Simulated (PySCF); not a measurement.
# H3HgO3 (Hg(OH)3-): the cost of one run

Computed with PySCF 2.14.0. Level: PBE0, Hg def2-SVP with ECP60, O def2-SVP, H def2-SVP; scalar-relativistic core potentials, no spin–orbit coupling.

1 further run of the same task is left out (for a known fault of the program).

### Step 1. Starting geometry

7 atoms, charge -1, spin multiplicity 1.

Bond lengths: Hg1–O2 2.047 Å, Hg1–O4 2.046 Å, Hg1–O6 2.268 Å, O2–H3 0.963 Å, O4–H5 0.974 Å, O6–H7 0.963 Å. Angles: O2–Hg1–O4 167.8°, O2–Hg1–O6 113.9°, O4–Hg1–O6 78.3°, Hg1–O2–H3 105.7°, Hg1–O4–H5 91.5°, Hg1–O6–H7 115.0°.

Coordinates:

```xyz
7

Hg    0.39380    0.44181    0.34200
O     2.23282   -0.45767    0.36929
H     2.87152    0.25264    0.24756
O    -1.21225    1.70942    0.30725
H    -1.83505    0.96132    0.28232
O    -1.34289   -1.01579    0.38225
H    -1.10794   -1.93456    0.21543
```

Formal oxidation states: Hg +2. An earlier session relaxed this geometry at PBE0, Hg def2-SVP with ECP60, O def2-SVP, H def2-SVP (singlet, point group C1).

Its energy there is -380.509245 Eh.

### Step 2. One electron removed, multiplicity 2

File run.py (the lines that set the calculation):

```python
mol = gto.M(atom='''
Hg     0.39380     0.44181     0.34200
O      2.23282    -0.45767     0.36929
H      2.87152     0.25264     0.24756
O     -1.21225     1.70942     0.30725
H     -1.83505     0.96132     0.28232
O     -1.34289    -1.01579     0.38225
H     -1.10794    -1.93456     0.21543''',
    basis={'Hg': 'def2-SVP', 'O': 'def2-SVP', 'H': 'def2-SVP'},
    ecp={'Hg': 'def2-SVP'},
    charge=0, spin=1)
mf = dft.UKS(mol, xc='PBE0')
mf.grids.atom_grid = (50, 194)
mf = mf.density_fit()  # fitting sets: Hg def2-universal-JKFIT, O def2-universal-JKFIT, H def2-universal-JKFIT
mf.conv_tol = 1e-08; mf.max_cycle = 55
mf.kernel(dm0)  # dm0: the density of the relaxed state
```

On the command line:

```bash
$ OMP_NUM_THREADS=2 python run.py
```

**Question.** How long does this run take on 2 threads of Arm Neoverse V1, shared host?

About 3.1 s.
